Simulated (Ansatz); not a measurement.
# ClGeH₇N₂OSi: up Jacob's ladder to CCSD(T)

An exercise on one series of results from a longer session: the logs are not shown, and one member is left open.

Method: functionals in def2-TZVPP, the program's frozen cores in correlated methods; program: Ansatz 0.2.0, Gaussian basis.

The runs, in order: LDA (SPW92), PBE-D4, revPBE-D4, BLYP-D4, r2SCAN-D4, B97M-V, PBE0-D4, B3LYP-D4, r2SCANh-D4, r2SCAN0-D4, HSE06-D4, BHLYP-D4, CAM-B3LYP-D4, LC-ωPBE, ωB97X-V, ωB97M-V, B2PLYP, PBE-QIDH; CCSD(T)/def2-SVP; CCSD(T)/def2-TZVPP; MP2/def2-QZVPP; extrapolation to the limit; RPA on PBE.

1 further run of the same task is left out (it didn't finish).

## Structure used throughout

All runs share one geometry, relaxed beforehand with PBE0-D4 in a triple-zeta def2 set.

SMILES `[NH2][GeH2][O][SiH](N)Cl`, 13 atoms, charge 0, spin multiplicity 1.

Atoms are counted from 1 here; the program's logs count them from 0.

Bond lengths: N1–Ge2 1.812 Å, N1–H7 1.006 Å, N1–H8 1.006 Å, Ge2–O3 1.785 Å, Ge2–H9 1.535 Å, Ge2–H10 1.534 Å, O3–Si4 1.616 Å, Si4–N5 1.694 Å, Si4–Cl6 2.072 Å, Si4–H11 1.477 Å, N5–H12 1.006 Å, N5–H13 1.007 Å. Angles: Ge2–N1–H7 118.3°, Ge2–N1–H8 118.5°, H7–N1–H8 111.5°, N1–Ge2–O3 106.5°, N1–Ge2–H9 110.9°, N1–Ge2–H10 110.2°, O3–Ge2–H9 107.1°, O3–Ge2–H10 106.7°, H9–Ge2–H10 115.0°, Ge2–O3–Si4 135.9°, O3–Si4–N5 115.5°, O3–Si4–Cl6 106.8°, O3–Si4–H11 110.7°, N5–Si4–Cl6 107.6°, N5–Si4–H11 107.6°, Cl6–Si4–H11 108.5°, Si4–N5–H12 120.1°, Si4–N5–H13 122.1° and more.

Geometry (Å):

| atom | x (Å) | y (Å) | z (Å) |
| --- | --- | --- | --- |
| N1 | -1.7660 | -2.0237 | 1.0307 |
| Ge2 | -1.1945 | -1.0100 | -0.3581 |
| O3 | 0.1548 | -0.0177 | 0.2601 |
| Si4 | 1.3578 | 0.8418 | -0.3928 |
| N5 | 1.7595 | 2.2706 | 0.4245 |
| Cl6 | 0.7517 | 1.3629 | -2.3040 |
| H7 | -2.6777 | -1.8377 | 1.4136 |
| H8 | -1.5648 | -3.0095 | 1.0206 |
| H9 | -0.6290 | -1.8908 | -1.4813 |
| H10 | -2.2964 | -0.0350 | -0.7910 |
| H11 | 2.5853 | 0.0265 | -0.4957 |
| H12 | 2.4261 | 2.2500 | 1.1783 |
| H13 | 1.1138 | 3.0380 | 0.5099 |

Set-up of the first run:

in.yaml reads:

```yaml
crystal:
  periodic: [false, false, false]
  atoms:
    - {symbol: N, position_ang: [-1.766039, -2.023707, 1.030723]}
    - {symbol: Ge, position_ang: [-1.194549, -1.009976, -0.358132]}
    - {symbol: O, position_ang: [0.154752, -0.017730, 0.260086]}
    - {symbol: Si, position_ang: [1.357756, 0.841775, -0.392828]}
    - {symbol: N, position_ang: [1.759530, 2.270588, 0.424462]}
    - {symbol: Cl, position_ang: [0.751705, 1.362906, -2.304006]}
    - {symbol: H, position_ang: [-2.677669, -1.837713, 1.413627]}
    - {symbol: H, position_ang: [-1.564814, -3.009484, 1.020607]}
    - {symbol: H, position_ang: [-0.628961, -1.890802, -1.481341]}
    - {symbol: H, position_ang: [-2.296414, -0.035042, -0.790958]}
    - {symbol: H, position_ang: [2.585256, 0.026541, -0.495708]}
    - {symbol: H, position_ang: [2.426106, 2.250031, 1.178303]}
    - {symbol: H, position_ang: [1.113841, 3.038014, 0.509864]}
basis:
  gaussian: {orbitals: def2-TZVPP}
hamiltonian: {xc: lda}
output: {orbitals: {seedname: orbitals}}
```

Steps of the session up to this table: LDA; PBE-D4 (GGA); revPBE-D4 (GGA); BLYP-D4 (GGA); r2SCAN-D4 (meta-GGA); B97M-V (meta-GGA); PBE0-D4 (hybrid); B3LYP-D4 (hybrid); r2SCANh-D4 (hybrid); r2SCAN0-D4 (hybrid); HSE06-D4 (hybrid); BHLYP-D4 (hybrid); CAM-B3LYP-D4 (range-separated); LC-ωPBE (range-separated); ωB97X-V (range-separated); ωB97M-V (range-separated); B2PLYP (double hybrid); PBE-QIDH (double hybrid).

One table of the session follows, with a row left open; its other results are not shown here.

It belongs to the step «Frontier levels by functional». 

| functional | HOMO (eV) | LUMO (eV) | gap (eV) |
| --- | --- | --- | --- |
| LDA (SPW92) | -6.26 | -0.42 | 5.84 |
| PBE-D4 | -6.09 | -0.24 | 5.85 |
| revPBE-D4 | -6.02 | -0.15 | 5.87 |
| BLYP-D4 | -5.96 | -0.23 | 5.73 |
| r2SCAN-D4 | -6.41 | 0.29 | 6.70 |
| B97M-V | -6.52 | -0.06 | 6.46 |
| PBE0-D4 | -7.55 | 0.60 | 8.15 |
| B3LYP-D4 | ? | ? | ? |
| r2SCANh-D4 | -6.95 | 0.57 | 7.52 |
| r2SCAN0-D4 | -7.78 | 0.96 | 8.73 |
| HSE06-D4 | -7.14 | 0.23 | 7.38 |
| BHLYP-D4 | -8.92 | 1.27 | 10.19 |
| CAM-B3LYP-D4 | -8.99 | 1.42 | 10.41 |
| LC-ωPBE | -10.43 | 2.72 | 13.15 |
| ωB97X-V | -10.04 | 2.51 | 12.55 |
| ωB97M-V | -9.95 | 2.10 | 12.05 |

**Question.** Estimate the row for B3LYP-D4.

Worked estimate for «HOMO (eV)». Against the share of exact exchange, BLYP-D4 (0, -5.96), BHLYP-D4 (0.5, -8.92) give a slope of -5.92 per unit share; at 0.2 the line stands at -7.14.

As computed: HOMO (eV): -7.29; LUMO (eV): 0.28; gap (eV): 7.57. In «HOMO (eV)» the line misses by +0.15.
